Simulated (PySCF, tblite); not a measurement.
**C₅H₉O₂P: geometry, infrared bands and NMR shifts**

What infrared bands and NMR shifts should C₅H₉O₂P (`C#CC[P@@](C)(=O)CO`) show?

The runs use tblite 0.8.0 and PySCF 2.14.0, with density-fitted response routines of our own; the level of theory stands in each step. All values are computed, except where a source is named. Atoms count from 0, in the outputs and in this text.

**1. The starting structure**

17 atoms, charge 0, multiplicity 1; geometry from: force field or distance geometry start.

Bonds of the start (Å): C0–C1 1.21, C1–C2 1.46, C2–P3 1.81, P3–C4 1.78, P3–O5 1.51, P3–C6 1.78, C6–O7 1.42, C0–H8 1.06, C2–H9 1.10, C2–H10 1.09, C4–H11 1.09, C4–H12 1.10, C4–H13 1.10, C6–H14 1.10, C6–H15 1.08, O7–H16 0.98.

**2. Geometry optimisation with GFN2-xTB**

Job settings and geometry (Å):

```
{"job": {"kind": "relax", "xc": "GFN2-xTB", "basis": "xTB"}, "charge": 0, "multiplicity": 1}
C      2.890000    -0.850900     0.062800
C      1.886500    -0.542300     0.662900
C      0.691400    -0.180700     1.423700
P     -0.759900     0.156900     0.400300
C     -1.077600    -1.328000    -0.530300
O     -1.965100     0.586500     1.205500
C     -0.277800     1.406600    -0.774600
O     -1.463000     1.850100    -1.419200
H      3.769700    -1.120600    -0.469100
H      0.884800     0.716100     2.022900
H      0.429700    -0.979600     2.123400
H     -1.291400    -2.171800     0.128600
H     -1.946300    -1.179400    -1.181400
H     -0.216100    -1.590800    -1.167100
H      0.171900     2.271300    -0.267700
H      0.411300     1.024200    -1.513300
H     -2.145100     1.944400    -0.717400
```

Launch:

```console
OMP_NUM_THREADS=1 python probes_run.py task.json out
```

This one command runs all jobs of the session in turn.

**Question.** This job is followed by: GFN2-xTB harmonic vibrations, gas phase; GIAO PBE0/pcSseg-1 NMR shielding, non-relativistic, gas phase. Predict these results of the whole session: strongest single infrared mode (GFN2-xTB); zero-point energy (GFN2-xTB); 13C shifts against TMS (PBE0/pcSseg-1); 1H shifts against TMS (PBE0/pcSseg-1, means over atoms taken as alike); 31P shifts against H3PO4 (PBE0/pcSseg-1); 17O shifts against H2O (PBE0/pcSseg-1).

**Answer**, as computed:

```
                                                              quantity                                         value
                             strongest single infrared mode (GFN2-xTB)                         1258 cm⁻¹, 259 km/mol
                                          zero-point energy (GFN2-xTB)                                 79.9 kcal/mol
                                13C shifts against TMS (PBE0/pcSseg-1)              81.2, 79.4, 64.6, 23.3, 12.7 ppm
1H shifts against TMS (PBE0/pcSseg-1, means over atoms taken as alike)  4.24, 4.01, 2.81, 2.68, 1.80, 1.59, 1.52 ppm
                              31P shifts against H3PO4 (PBE0/pcSseg-1)                                      19.0 ppm
                                17O shifts against H2O (PBE0/pcSseg-1)                                92.3, -4.2 ppm
```

In words: Over 48 steps the energy fell by 0.201 eV; of the close pairs, P3–C6 changed most, 1.782 to 1.856 Å. No mode is imaginary among the 45: a minimum at this level. The strongest single mode, at 1258 cm⁻¹, moves mainly O5 and P3. GFN2-xTB is a fitted tight-binding method: band positions and strengths are rough. Its intensities can rank the bands wrongly. At PBE0/pcSseg-1: The largest span, 284 ppm, is at C1, where the paramagnetic term is -160 ppm.
